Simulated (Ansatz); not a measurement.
# BiPbCl5: the cost of one run

Method: DFT PBE, scalar-relativistic, plane waves, PAW, in Ansatz 0.2.0.

## (1) Starting point

The structure is triclinic, space group P1 (No. 1). Conventional cell: a = 4.353 Å, b = 6.057 Å, c = 9.127 Å, α = 92.64°, β = 90.03°, γ = 90.47°. Bi (site symmetry 1) has 6 Cl at 2.50 to 2.98 Å as nearest neighbours. Around Pb (site symmetry 1) lie 5 Cl at 2.77 to 3.10 Å. Cl (site symmetry 1) has 1 Bi at 2.50 Å as nearest neighbours. Cl (site symmetry 1) has 1 Bi at 2.72 Å and 2 Pb at 3.08 to 3.10 Å as nearest neighbours. Cl (site symmetry 1) has 2 Bi at 2.82 to 2.83 Å as nearest neighbours. Cl (site symmetry 1) is surrounded by 1 Pb at 2.78 Å and 2 Bi at 2.97 to 2.98 Å. Around Cl (site symmetry 1) lie 2 Pb at 2.77 to 2.79 Å.

As a file:

```
CELL_PARAMETERS angstrom
4.35281 0.00000 0.00000
-0.04951 6.05719 0.00000
-0.00505 -0.42102 9.11693
ATOMIC_POSITIONS crystal
Bi 0.00078 0.77799 0.48810
Pb 0.49847 0.81994 0.92961
Cl 0.99772 0.38987 0.38305
Cl 0.99753 0.57251 0.74657
Cl 0.50047 0.84118 0.29726
Cl 0.50183 0.00739 0.65744
Cl 0.00320 0.09112 0.99797
```

The start is the relaxed end of an invented cell (made as: species swapped into a database cell of TlSiPt5 (P4/mmm, No. 123)), taken up again for a closer look.

## (2) A first look at the guess

Contents of input.yaml:

```yaml
crystal:
  lattice:
    - [4.3528099, 0.0, 0.0]
    - [-0.0495144, 6.0571913, 0.0]
    - [-0.0050477, -0.4210154, 9.1169327]
  atoms:
    - { symbol: Bi, position: [0.000782, 0.777993, 0.488098] }
    - { symbol: Pb, position: [0.498472, 0.819941, 0.929611] }
    - { symbol: Cl, position: [0.997717, 0.389865, 0.38305] }
    - { symbol: Cl, position: [0.997534, 0.572515, 0.746571] }
    - { symbol: Cl, position: [0.50047, 0.841178, 0.297261] }
    - { symbol: Cl, position: [0.501831, 0.007385, 0.657437] }
    - { symbol: Cl, position: [0.003196, 0.091123, 0.997973] }
basis:
  ecutwfc: 420
kpoints:
  mp_grid: { grid: [4, 4, 2] }
hamiltonian:
  xc: pbe
scf:
  occupations: { method: gaussian, width: 0.1 }
  lower_state_search: "off"
output:
  forces: true
  stress: true
  eigenvalues: true
```

Run with:

```sh
ansatz run input.yaml --threads 4 --pin off --max-ram 8192MiB --backend cpu --events-out ev --progress --plain --runs-dir out
```

What time and memory should one allow on 4 threads of Arm Neoverse V2, shared host?

About 3.7 s, with a peak of 0.56 GiB.
